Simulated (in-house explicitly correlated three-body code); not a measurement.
# Zr³⁸⁺: exact states and exact Kohn–Sham parts

Aim: the lowest states of Zr³⁸⁺ to near-exact accuracy, with their sizes and correlation, then the exact Kohn–Sham parts of the ground state and the errors of common functionals.

The numbers are computed with in-house explicitly correlated three-body code version 1 (two electrons, non-relativistic, variational in exponentially correlated functions), except any that are marked as measured or tabulated.

**1. The system**

- charge of the centre: +40
- mass of the centre: infinite
- interactions: Coulomb
- basis: 260 functions exp(−a r1 − b r2 − g r12) a state, exponent ranges optimised
- units: hartree and bohr; relativity and QED are left out

**2. The run**

Settings:

```ini
Z = 40.0
interaction_strength = 1.0
functions = 260
states_tried = 13
```

Run with:

```
$ python run_hyl.py task.json out
```

**Question.** What will these runs give? Wanted: ground-state energy; binding of the second electron; ⟨r12⟩, ⟨cos θ12⟩; resonance line 1 ¹S–2 ¹P; polarisability of the ground state; Ts, Ex, Ec; exact less Hartree–Fock.

As calculated:

```
                          quantity                                    value
               ground-state energy                   -1575.15744748 hartree
    binding of the second electron                                 21093 eV
                  ⟨r12⟩, ⟨cos θ12⟩                    0.05534 bohr, -0.0033
          resonance line 1 ¹S–2 ¹P                     15929 eV, f = 0.8055
polarisability of the ground state                         3.6455e-06 bohr³
            Ts, Ex, Ec (Kohn–Sham)  1575.11121, -24.77787, -0.04631 hartree
           exact less Hartree–Fock                         -0.04642 hartree
```

The second electron is bound by 21090 eV, and the mean cosine of -0.003 shows the electrons leaning only slightly to opposite sides. The virial ratio −T/E is 1.0000000, where an exact Coulomb state gives 1. Exchange puts 2 ³S 46.0 eV under 2 ¹S. On the exact density SCAN errs least (-3.1 millihartree) and LDA PW92 most (+3284.6). Self-consistent top levels of the semilocal functionals lie +220.4 to +283.4 eV from minus the binding energy, the exact Kohn–Sham level. For so high a charge relativity is large, so this is a model system.
